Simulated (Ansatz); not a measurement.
This script for the Python package of Ansatz (0.2.0) starts 3 runs on SrMg₆Mo, space group P4/mmm. What input does the engine get in each?

`edit.py`:
```python
"""Keys set on an Input object, for SrMg6Mo."""

import warnings

import ansatz as az


def main() -> None:
    warnings.simplefilter("ignore", az.DeckWarning)

    structure = (
        az.Lattice.of([6.559894, 0.0, 0.0], [0.0, 6.559894, 0.0], [0.0, 0.0, 4.360842])
        .atom("Sr", [0.5, 0.5, 0.5])
        .atom("Mg", [0.5, 0.0, 0.5])
        .atom("Mg", [0.0, 0.5, 0.5])
        .atom("Mg", [0.216241, 0.783759, 0.0])
        .atom("Mg", [0.783759, 0.216241, 0.0])
        .atom("Mg", [0.216241, 0.216241, 0.0])
        .atom("Mg", [0.783759, 0.783759, 0.0])
        .atom("Mo", [0.0, 0.0, 0.5])
    )

    base = (
        structure.calculation()
        .functional("PBE")
        .basis(420)
        .kpoints(mesh=(4, 4, 5))
        .occupations("fermi_dirac", width=150 * az.meV)
        .band_table()
    )
    typed = base.input()
    rows = []
    for value in [2, 5, 10]:
        edited = typed.set(az.key.scf.mixing.ndim, value)
        r = az.Session.from_dict(edited).plan().execute().report
        rows.append((value, r["free_energy_ev"], r["n_iterations"], len(r["eigenvalues_ev"][0]) if "eigenvalues_ev" in r else 0))
    print("       history            F eV      iterations    bands listed")
    for row in rows:
        print(f"{str(row[0]):>14s}  {row[1]:14.5f}  {row[2]:14d}  {row[3]:14d}")
    print(edited.to_yaml())


if __name__ == "__main__":
    main()
```

Run 1:
```yaml
crystal:
  lattice:
    - [6.559894, 0.0, 0.0]
    - [0.0, 6.559894, 0.0]
    - [0.0, 0.0, 4.360842]
  atoms:
    - { symbol: Sr, position: [0.5, 0.5, 0.5] }
    - { symbol: Mg, position: [0.5, 0.0, 0.5] }
    - { symbol: Mg, position: [0.0, 0.5, 0.5] }
    - { symbol: Mg, position: [0.216241, 0.783759, 0.0] }
    - { symbol: Mg, position: [0.783759, 0.216241, 0.0] }
    - { symbol: Mg, position: [0.216241, 0.216241, 0.0] }
    - { symbol: Mg, position: [0.783759, 0.783759, 0.0] }
    - { symbol: Mo, position: [0.0, 0.0, 0.5] }
basis:
  ecutwfc: 420.0
kpoints:
  mp_grid:
    grid: [4, 4, 5]
hamiltonian:
  xc: pbe
scf:
  occupations:
    method: fermi_dirac
    width: 0.15
  mixing:
    ndim: 2
output:
  eigenvalues: true
```

Run 2, against run 1:
```diff
-    ndim: 2
+    ndim: 5
```

Run 3, against run 1:
```diff
-    ndim: 2
+    ndim: 10
```

`python edit.py` gives:
```text
       history            F eV      iterations    bands listed
             2    -20041.48622               7              52
             5    -20041.48622               8              52
            10    -20041.48622               8              52
crystal:
  lattice:
    - [6.559894, 0.0, 0.0]
    - [0.0, 6.559894, 0.0]
    - [0.0, 0.0, 4.360842]
  atoms:
    - { symbol: Sr, position: [0.5, 0.5, 0.5] }
    - { symbol: Mg, position: [0.5, 0.0, 0.5] }
    - { symbol: Mg, position: [0.0, 0.5, 0.5] }
    - { symbol: Mg, position: [0.216241, 0.783759, 0.0] }
    - { symbol: Mg, position: [0.783759, 0.216241, 0.0] }
    - { symbol: Mg, position: [0.216241, 0.216241, 0.0] }
    - { symbol: Mg, position: [0.783759, 0.783759, 0.0] }
    - { symbol: Mo, position: [0.0, 0.0, 0.5] }
basis:
  ecutwfc: 420.0
kpoints:
  mp_grid:
    grid: [4, 4, 5]
hamiltonian:
  xc: pbe
scf:
  occupations:
    method: fermi_dirac
    width: 0.15
  mixing:
    ndim: 10
output:
  eigenvalues: true
```

Total energies depend on the potentials; only differences at equal settings carry meaning. A total without «per atom» is that of the whole cell that was run. The run is spin-unpolarised. For a metal this k-point mesh is coarse: on a finer one energies can move by several to tens of meV an atom and pressures by half a GPa or more, differences at one mesh by less. The smearing is wide enough that free energy and stress hold a thermal part of the electrons. The structure comes from a database of computed cells and needn't be a stable or known phase. Finished in 23 s on 1 thread of Arm Neoverse V2 (shared host), peak memory 0.5 GiB.
